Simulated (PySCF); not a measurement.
# AuSH: triplet, from a PBE0 minimum start

Aim: relax AuSH as a triplet from a PBE0 minimum start, check by its vibrations whether the end is a minimum, and collect its spectrum and constants.

Program: PySCF 2.14.0. Level of theory: PBE0, basis Au def2-TZVP with ECP60, S def2-TZVP, H def2-TZVP, scalar-relativistic core potentials, no spin–orbit coupling, density fitting. These are calculated values, not measurements.

## Step 1: The starting structure

3 atoms, charge 0, spin multiplicity 3.

Bond lengths: Au1–S2 2.219 Å, Au1–H3 1.607 Å. Angles: S2–Au1–H3 156.9°.

```xyz
3
charge 0 multiplicity 3
Au    0.0010    0.0451    0.2999
S    -0.0052   -0.2430   -1.9003
H    -0.0082   -0.3873    1.8479
```

## Step 2: First SCF at the start

The steps below are one call of a driver around PySCF. For each, scf.py gives the equivalent set-up of the SCF; relaxations use the driver's own optimiser. After this first run the driver tries any further starts and a stability analysis.

File scf.py:

```python
from pyscf import gto, scf, dft
mol = gto.M(atom='''
Au     0.000959     0.045106     0.299858
S     -0.005169    -0.243007    -1.900267
H     -0.008239    -0.387308     1.847902''',
    basis={'Au': 'def2-TZVP', 'S': 'def2-TZVP', 'H': 'def2-TZVP'},
    ecp={'Au': 'def2-TZVP'},
    charge=0, spin=2)
mf = dft.UKS(mol, xc='PBE0')
mf.grids.atom_grid = (50, 194)
aux = {'Au': 'def2-universal-JKFIT', 'S': 'def2-universal-JKFIT', 'H': 'def2-universal-JKFIT'}
mf = mf.density_fit(auxbasis=aux)
mf.conv_tol = 1e-08
mf.diis_space = 10
mf.max_cycle = 60
mf.init_guess = 'minao'
mf.verbose = 4
mf.kernel()
```

On the command line:

```
$ OMP_NUM_THREADS=2 python axn.py task.json out
```

Output:

```text
init E= -519.384973295807
[... the frontier-level lines of each cycle are left out ...]
cycle= 1 E= -533.263669760091  delta_E= -13.9  |g|= 1.59  |ddm|= 5.96
cycle= 2 E= -516.316653072077  delta_E= 16.9  |g|= 4.53  |ddm|= 8.06
cycle= 3 E= -534.211973163498  delta_E= -17.9  |g|= 0.417  |ddm|= 7.65
cycle= 4 E= -534.16474839405  delta_E= 0.0472  |g|= 0.552  |ddm|= 1.13
cycle= 5 E= -534.340846420428  delta_E= -0.176  |g|= 0.101  |ddm|= 0.536
cycle= 6 E= -534.345235441771  delta_E= -0.00439  |g|= 0.0388  |ddm|= 0.104
cycle= 7 E= -534.34594058969  delta_E= -0.000705  |g|= 0.015  |ddm|= 0.0358
cycle= 8 E= -534.346110420195  delta_E= -0.00017  |g|= 0.00471  |ddm|= 0.0191
cycle= 9 E= -534.346163207607  delta_E= -5.28e-05  |g|= 0.00257  |ddm|= 0.0135
cycle= 10 E= -534.346189509104  delta_E= -2.63e-05  |g|= 0.00151  |ddm|= 0.011
cycle= 11 E= -534.346203590416  delta_E= -1.41e-05  |g|= 0.000769  |ddm|= 0.0123
cycle= 12 E= -534.34620499641  delta_E= -1.41e-06  |g|= 0.000294  |ddm|= 0.00397
cycle= 13 E= -534.346205101351  delta_E= -1.05e-07  |g|= 5.28e-05  |ddm|= 0.000892
cycle= 14 E= -534.346205107002  delta_E= -5.65e-09  |g|= 2.54e-05  |ddm|= 0.000181
Extra cycle  E= -534.346205107777  delta_E= -7.76e-10  |g|= 3.39e-05  |ddm|= 8.26e-05
converged SCF energy = -534.346205107777  <S^2> = 2.0095804  2S+1 = 3.0063802
```

This step, with its further starts and checks, ran for 17 s (2 threads of Arm Neoverse N1, shared host).

Energies from each starting density:

```csv
start,energy (Eh)
the minimal-basis guess,-534.346205
a thermally smeared density,-534.346205
a smeared PBE density,-534.346205
```

The test of internal stability and the other starts found no lower solution of this spin.

## Step 3: PBE0 minimum start, triplet: relaxation

The program finds Cs symmetry in the start, which this walk keeps. Threshold on the gradient: 0.0003 Eh/bohr, with a further test on the energy change.

Changes to scf.py since step 2:

```diff
@@ -3,3 +3,3 @@
-Au     0.000959     0.045106     0.299858
-S     -0.005169    -0.243007    -1.900267
-H     -0.008239    -0.387308     1.847902''',
+Au     0.000892     0.041955     0.299124
+S     -0.005236    -0.246158    -1.901001
+H     -0.008306    -0.390459     1.847168''',
@@ -16 +15,0 @@
-mf.init_guess = 'minao'
```

Energy and gradient, step by step:

```csv
step,energy (Eh),change (kJ/mol),largest symmetric gradient (Eh/bohr)
0,-534.346205,0.00,0.00017
```

The walk took 2.2 s.

Positions (Å) and forces (eV/Å) along the way:

```
step 0
Au   0.001   0.042   0.299   0.001  -0.009  -0.005
S   -0.005  -0.246  -1.901  -0.001   0.006   0.003
H   -0.008  -0.390   1.847   0.000   0.003   0.002
```

It settles in Cs symmetry, 0.0 kJ/mol below the start, after 0 steps: Au–H 1.607 Å, Au–S 2.219 Å; H–Au–S 156.9°.

## Step 4: Hessian and properties

The point is checked on the finer grid, and tightened if its gradient asks for it. The Hessian and the dipole derivatives come from central differences of analytic gradients, with steps of 0.02 bohr.

Changes to scf.py since step 3:

```diff
@@ -3,3 +3,3 @@
-Au     0.000892     0.041955     0.299124
-S     -0.005236    -0.246158    -1.901001
-H     -0.008306    -0.390459     1.847168''',
+Au     0.000893     0.042000     0.299077
+S     -0.005236    -0.246177    -1.900865
+H     -0.008306    -0.390486     1.847078''',
@@ -10 +10 @@
-mf.grids.atom_grid = (50, 194)
+mf.grids.atom_grid = (75, 302)
@@ -13 +13 @@
-mf.conv_tol = 1e-08
+mf.conv_tol = 1e-10
```

This SCF starts from the last density.

SCF at the final geometry:

```text
init E= -534.346262042434
[... the frontier-level lines of each cycle are left out ...]
cycle= 1 E= -534.346262042421  delta_E= 1.26e-11  |g|= 7.82e-06  |ddm|= 1.06e-05
Extra cycle  E= -534.346262042296  delta_E= 1.26e-10  |g|= 1.82e-05  |ddm|= 2.18e-05
converged SCF energy = -534.346262042296  <S^2> = 2.009581  2S+1 = 3.0063806
```

The whole step took 64 s.

Geometry: Cs; Au–H 1.607 Å, Au–S 2.219 Å; H–Au–S 156.9°.

Modes, for the most abundant isotopes:

```
symmetry  ω (cm⁻¹)  IR (km/mol)     type
      a'       349          285     bend
      a'       360          0.1  stretch
      a'      2090          119  stretch
```

All wavenumbers are real: a minimum.

Properties at this point:

| Quantity | Value |
| --- | --- |
| Dipole moment | 1.36 D |
| Highest occupied level | -7.95 eV |
| Lowest empty level | -4.90 eV |
| Rotational constants | 43.33, 0.1216, 0.1213 cm⁻¹ |
| Zero-point energy | 16.7 kJ/mol |
| Principal polarisabilities | 37.6, 37.6, 102.8 bohr³ |
| Atomisation energy without zero-point energy | 444 kJ/mol |
| Principal traceless quadrupole moments about the centre of mass | -1.17, 0.02, 1.15 D Å |
| Entropy at 298.15 K and 1 bar (electronic part: spin only) | 281.0 J/(mol K) |
| Heat capacity Cp at 298.15 K | 46.4 J/(mol K) |
| Enthalpy at 298.15 K above 0 K | 11.79 kJ/mol |
| Rotational symmetry number | 1 |
| Spin squared ⟨S²⟩ | 2.010 |

Charges (e) and bond orders:

```csv
atom,Mulliken,Löwdin,polar tensor,spin (Mulliken),Mayer order to Au1
Au1,0.21,0.06,0.22,0.34,–
S2,-0.12,0.14,0.06,1.60,1.11
H3,-0.09,-0.21,-0.28,0.06,0.87
```

Mulliken populations on Au1 (outside its core potential): s 3.19, p 6.19, d 9.40, f 0.01.

## Step 5: What came out

| quantity | value |
| --- | --- |
| minimum | triplet, Cs |
| geometry | Au–H 1.607 Å, Au–S 2.219 Å; H–Au–S 156.9° |
| wavenumbers (cm⁻¹) | 349 (a'), 360 (a'), 2090 (a') |
| dipole moment | 1.36 D |
| highest occupied, lowest empty level (either spin) | -7.95, -4.90 eV |
| polar-tensor charge of Au1 | +0.22 e |
| zero-point energy | 16.7 kJ/mol |
| entropy at 298.15 K | 281.0 J/(mol K) |
| atomisation energy (no zero-point energy) | 444 kJ/mol |
| ⟨S²⟩ | 2.010 |

The molecule stays Cs, as typed, and the end point is a minimum. In the infrared the band at 349 cm⁻¹ (a', bend) leads. Most of the spin sits on S2 (Mulliken spin 1.60, against 2 for the whole molecule). Other starts or spin states, not run here, may lie lower. One determinant may miss the lowest occupation of an open d or f shell. Spin–orbit coupling, left out here, can matter for elements this heavy.

The search up to here took 83 s.
